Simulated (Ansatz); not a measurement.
Here is an Ansatz input file for LiMg2, space group P-62m. Write the same calculation for the Python package.

```yaml
crystal:
  lattice:
    - [5.414996, 0.0, 0.0]
    - [-2.707498, 4.689524, 0.0]
    - [0.0, 0.0, 5.046845]
  atoms:
    - { symbol: Li, position: [0.6666666666666666, 0.3333333333333333, 0.5] }
    - { symbol: Li, position: [0.3333333333333333, 0.6666666666666666, 0.5] }
    - { symbol: Mg, position: [0.661456, 0.0, 0.0] }
    - { symbol: Mg, position: [0.338544, 0.338544, 0.0] }
    - { symbol: Mg, position: [0.0, 0.661456, 0.0] }
    - { symbol: Mg, position: [0.0, 0.0, 0.5] }
basis:
  ecutwfc: 320.0
kpoints:
  mp_grid:
    grid: [6, 6, 6]
    shift: [0.0, 0.0, 0.0]
  band_path:
    path:
      - [0.0, 0.0, 0.0]
      - [0.5, 0.0, 0.0]
      - [0.33333, 0.33333, 0.0]
      - [0.0, 0.0, 0.0]
      - [0.0, 0.0, 0.5]
      - [0.5, 0.0, 0.5]
      - [0.33333, 0.33333, 0.5]
      - [0.0, 0.0, 0.5]
    npoints: 10
hamiltonian:
  xc: pbesol
scf:
  max_iter: 150
  n_extra_bands: 8
  mixing:
    algorithm: broyden
    beta: 0.6
    ndim: 8
  occupations:
    method: gaussian
    width: 0.01
```

The script, `bands_limg2.py`:
```python
# -*- coding: utf-8 -*-
'''Bands of LiMg2 along a path through the zone.'''

from collections import Counter
import json

import ansatz as az
import numpy as np


def main():
    lattice = az.Lattice.of(
        (5.414996, 0.0, 0.0),
        (-2.707498, 4.689524, 0.0),
        (0.0, 0.0, 5.046845),
    )
    sites = [
        ('Li', (2 / 3, 1 / 3, 0.5)),
        ('Li', (1 / 3, 2 / 3, 0.5)),
        ('Mg', (0.661456, 0.0, 0.0)),
        ('Mg', (0.338544, 0.338544, 0.0)),
        ('Mg', (0.0, 0.661456, 0.0)),
        ('Mg', (0.0, 0.0, 0.5)),
    ]
    cell = az.Crystal(lattice=lattice)
    for symbol, position in sites:
        cell = cell.atom(symbol, position)

    # high-symmetry points in fractions of the reciprocal vectors
    path = [
        ('G', (0.0, 0.0, 0.0)),
        ('M', (0.5, 0.0, 0.0)),
        ('K', (0.33333, 0.33333, 0.0)),
        ('G', (0.0, 0.0, 0.0)),
        ('A', (0.0, 0.0, 0.5)),
        ('L', (0.5, 0.0, 0.5)),
        ('H', (0.33333, 0.33333, 0.5)),
        ('A', (0.0, 0.0, 0.5)),
    ]
    calculation = (
        cell.calculation()
        .functional(az.Functional.PBESOL)
        .basis(320)
        .kpoints(6, 6, 6, center='gamma')  # the mesh must be finer for metals
        .occupations('gaussian', width=0.01)  # the run then minimises F = E - TS
        .mixing('broyden', ndim=8, beta=0.6)
        .scf(max_iterations=150)
        .band_structure([point for _, point in path], intervals=10)  # levels along the path at the converged density
        .scf(extra_bands=8)
    )
    out = calculation.run(events_out='events.ndjson')
    r = out.report
    with open('events.ndjson') as stream:
        kinds = Counter(json.loads(line)['event'] for line in stream)
    print('events:', {kind: kinds[kind] for kind in ('scf_iter', 'scf_done', 'notice', 'finished')})

    print(f'free energy      {r["free_energy_ev"]:.5f} eV')
    print(f'per atom         {r["free_energy_ev"] / len(out.lattice.sites):.5f} eV')
    print(f'SCF iterations   {r["n_iterations"]}  (converged: {r["converged"]})')

    bands = out.band_structure()
    fermi = bands.fermi_energy_ev
    print(f'zero of the bands: {fermi:.3f} eV, the Fermi level found on the SCF mesh')
    for spin, channel in enumerate(bands.channels):
        levels = channel.eigenvalues_ev - fermi
        crossing = [b for b in range(levels.shape[1]) if levels[:, b].min() < 0 < levels[:, b].max()]
        print(f'channel {spin}: bands that cross the Fermi level on this path:', [b + 1 for b in crossing] or 'none')
        shown = crossing or sorted(np.argsort(np.abs(levels).min(axis=0))[:2])
        for k, row in zip(bands.kpoints_frac, levels[:, shown]):
            print(f'{k[0]:7.3f} {k[1]:7.3f} {k[2]:7.3f}  ', ' '.join(f'{e:8.3f}' for e in row))


if __name__ == '__main__':
    main()
```

```console
$ python bands_limg2.py
DeckWarning: basis.ecutwfc = 320 eV is below the records' recommended 420 eV, and the density's cutoff is lower with it unless basis.ecutrho_ratio is high enough to keep the records' density cutoff: compare with a run at a higher cutoff
events: {'scf_iter': 6, 'scf_done': 1, 'notice': 2, 'finished': 1}
free energy      -8054.34366 eV
per atom         -1342.39061 eV
SCF iterations   6  (converged: True)
zero of the bands: 4.334 eV, the Fermi level found on the SCF mesh
channel 0: bands that cross the Fermi level on this path: [21, 22, 23, 24]
  0.000   0.000   0.000     -0.347   -0.086   -0.086    0.262
  0.050  -0.000   0.000     -0.625   -0.281   -0.137    0.275
  0.100  -0.000   0.000     -1.046   -0.541   -0.301    0.314
  0.150  -0.000   0.000     -0.966   -0.778   -0.486    0.377
  0.200  -0.000   0.000     -0.986   -0.856   -0.658    0.463
  0.250  -0.000   0.000     -1.163   -0.809   -0.713    0.571
  0.300  -0.000   0.000     -1.308   -0.934   -0.539    0.699
  0.350  -0.000   0.000     -1.422   -1.033   -0.333    0.842
  0.400  -0.000   0.000     -1.503   -1.104   -0.097    0.992
  0.450  -0.000   0.000     -1.552   -1.147    0.167    0.823
  0.500  -0.000   0.000     -1.568   -1.161    0.396    0.563
  0.483   0.033   0.000     -1.724   -0.997    0.401    0.569
  0.467   0.067   0.000     -1.983   -0.714    0.417    0.585
  0.450   0.100   0.000     -2.251   -0.407    0.442    0.612
  0.433   0.133   0.000     -2.514   -0.091    0.478    0.649
  0.417   0.167   0.000     -2.768    0.227    0.524    0.697
  0.400   0.200   0.000     -3.010    0.540    0.579    0.756
  0.383   0.233   0.000     -3.237    0.644    0.826    0.839
  0.367   0.267   0.000     -3.446    0.716    0.907    1.099
  0.350   0.300   0.000     -3.626    0.791    0.998    1.242
  0.333   0.333   0.000     -3.761    0.838    1.100    1.100
  0.300   0.300   0.000     -3.534    0.584    1.180    1.222
  0.267   0.267   0.000     -3.267    0.238    1.096    1.171
  0.233   0.233   0.000     -2.960   -0.076    0.879    0.991
  0.200   0.200   0.000     -2.615   -0.349    0.641    0.816
  0.167   0.167   0.000     -2.231   -0.581    0.424    0.656
  0.133   0.133   0.000     -1.811   -0.771    0.241    0.519
  0.100   0.100   0.000     -1.358   -0.919    0.096    0.408
  0.067   0.067   0.000     -1.025   -0.876   -0.009    0.328
  0.033   0.033   0.000     -0.681   -0.391   -0.071    0.279
  0.000   0.000   0.000     -0.347   -0.086   -0.086    0.262
  0.000   0.000   0.050     -0.210   -0.073   -0.073    0.276
  0.000   0.000   0.100     -0.032   -0.032   -0.031    0.316
  0.000   0.000   0.150      0.035    0.035    0.084    0.383
  0.000   0.000   0.200      0.128    0.128    0.166    0.476
  0.000   0.000   0.250      0.238    0.247    0.247    0.592
  0.000   0.000   0.300      0.305    0.391    0.391    0.625
  0.000   0.000   0.350      0.367    0.558    0.558    0.619
  0.000   0.000   0.400      0.418    0.614    0.741    0.741
  0.000   0.000   0.450      0.452    0.611    0.924    0.924
  0.000   0.000   0.500      0.464    0.610    1.028    1.028
  0.050  -0.000   0.500      0.263    0.432    0.964    1.021
  0.100  -0.000   0.500     -0.173    0.176    0.577    0.785
  0.150  -0.000   0.500     -0.671   -0.052    0.152    0.558
  0.200  -0.000   0.500     -1.172   -0.270   -0.251    0.355
  0.250  -0.000   0.500     -1.658   -0.676   -0.421    0.181
  0.300  -0.000   0.500     -2.121   -1.056   -0.559    0.038
  0.350  -0.000   0.500     -2.558   -1.400   -0.668   -0.073
  0.400  -0.000   0.500     -2.966   -1.696   -0.745   -0.153
  0.450  -0.000   0.500     -3.124   -1.915   -0.791   -0.201
  0.500  -0.000   0.500     -3.066   -2.001   -0.807   -0.217
  0.483   0.033   0.500     -3.062   -1.997   -0.908   -0.256
  0.467   0.067   0.500     -3.051   -1.984   -1.131   -0.361
  0.450   0.100   0.500     -3.034   -1.964   -1.390   -0.510
  0.433   0.133   0.500     -3.010   -1.935   -1.657   -0.682
  0.417   0.167   0.500     -2.980   -1.922   -1.898   -0.861
  0.400   0.200   0.500     -2.947   -2.181   -1.853   -1.039
  0.383   0.233   0.500     -2.913   -2.432   -1.800   -1.207
  0.367   0.267   0.500     -2.882   -2.673   -1.738   -1.361
  0.350   0.300   0.500     -2.899   -2.857   -1.669   -1.491
  0.333   0.333   0.500     -3.081   -2.848   -1.591   -1.591
  0.300   0.300   0.500     -2.897   -2.839   -1.670   -1.412
  0.267   0.267   0.500     -2.675   -2.554   -1.584   -1.200
  0.233   0.233   0.500     -2.354   -2.228   -1.376   -0.958
  0.200   0.200   0.500     -1.993   -1.861   -1.089   -0.687
  0.167   0.167   0.500     -1.593   -1.457   -0.746   -0.387
  0.133   0.133   0.500     -1.160   -1.019   -0.359   -0.063
  0.100   0.100   0.500     -0.699   -0.553    0.062    0.280
  0.067   0.067   0.500     -0.226   -0.077    0.501    0.633
  0.033   0.033   0.500      0.219    0.367    0.923    0.970
  0.000   0.000   0.500      0.464    0.610    1.028    1.028
```
(Warnings from the package without file and line.)

Reading the output:
- These settings explore the input space; cutoff and mesh may be short of convergence.
- The cutoff lies under the one recommended for these potentials.
- The computed bands are complete only to about 3.0 eV above the Fermi level.
- The mesh is modest for a metal, so energies can be off by several to tens of meV an atom and pressures by half a GPa or more; differences at equal mesh fare better.
- The structure comes from a database of computed cells and needn't be a stable or known phase.
- Levels are Kohn-Sham eigenvalues on this mesh.
- Hardware and time: 12 s on 1 thread of Arm Neoverse V2, with other jobs on the host, peak memory 0.39 GiB.

(Lines on the test bed's own set-up are left out of the output.)
